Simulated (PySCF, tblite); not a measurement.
**C₅H₈N₂O₂+ (doublet): geometry, infrared bands and EPR parameters**

Aim: predict the infrared bands and EPR parameters of C₅H₈N₂O₂+ (doublet) (`COc1ncoc1C[NH2+]`).

Programs: tblite 0.8.0 and PySCF 2.14.0, with density-fitted response routines of our own. Each step states its level of theory. These are calculated values for one molecule in the gas phase, unless marked as measured. Atoms are numbered from 0 throughout.

**1. Starting geometry**

17 atoms, charge 1, multiplicity 2; geometry from: force field or distance geometry start.

Bonds of the start (Å): C0–O1 1.42, O1–C2 1.36, C2–N3 1.36, N3–C4 1.35, C4–O5 1.31, O5–C6 1.30, C6–C7 1.49, C7–N8 1.43, C6–C2 1.39, C0–H9 1.09, C0–H10 1.10, C0–H11 1.12, C4–H12 1.08, C7–H13 1.15, C7–H14 1.12, N8–H15 1.02, N8–H16 1.06.

**2. Relaxing the molecule with GFN2-xTB**

The job: settings as JSON, then the geometry in Å.

```
{"job": {"kind": "relax", "xc": "GFN2-xTB", "basis": "xTB"}, "charge": 1, "multiplicity": 2}
C      2.456700    -0.935900     0.735300
O      1.113600    -0.859600     0.276500
C      0.500400     0.291000    -0.110400
N      1.122100     1.503300    -0.120300
C      0.239500     2.432600    -0.554800
O     -0.872200     1.792700    -0.819200
C     -0.793600     0.516600    -0.577300
C     -1.853200    -0.520900    -0.740200
N     -2.479800    -0.868300     0.495100
H      2.968800     0.027000     0.691100
H      3.001100    -1.739500     0.208300
H      2.386500    -1.261800     1.802300
H      0.480700     3.484400    -0.650600
H     -1.320400    -1.468600    -1.102300
H     -2.578700    -0.244600    -1.548400
H     -2.336900    -1.848900     0.736800
H     -2.041400    -0.287300     1.268100
```

Started as:

```sh
OMP_NUM_THREADS=1 python probes_run.py task.json out
```

The driver reads the jobs from task.json and runs them one after another.

**Question.** This job is followed by: GFN2-xTB harmonic vibrations, gas phase; UKS B3LYP, pcH-1 on C H N O, non-relativistic, mean-field spin-orbit, GIAO. What will the session give for the following? strongest single infrared mode (GFN2-xTB); zero-point energy (GFN2-xTB); g(iso) (B3LYP); ⟨S²⟩; largest a(iso) (averaged by class).

**Answer**, as computed:

```
                                 quantity                      value
strongest single infrared mode (GFN2-xTB)       451 cm⁻¹, 367 km/mol
             zero-point energy (GFN2-xTB)              80.6 kcal/mol
                           g(iso) (B3LYP)                    2.00326
                                     ⟨S²⟩         0.755 (exact 0.75)
       largest a(iso) (averaged by class)  1H on H13, H14, 216.6 MHz
```

What this shows: The optimisation took 152 steps and gained 0.968 eV; among the close pairs (by a distance rule), N3–C4 changed most, from 1.353 to 1.292 Å. No mode is imaginary among the 45: a minimum at this level. The strongest single mode, at 451 cm⁻¹, moves mainly H15 and H16. GFN2-xTB is a fitted tight-binding method: band positions and strengths are rough. Its intensities can rank the bands wrongly. The largest spin populations lie on C6 (0.31 e), N8 (0.25 e). The isotropic g lies 0.9 ppt above the free-electron value.
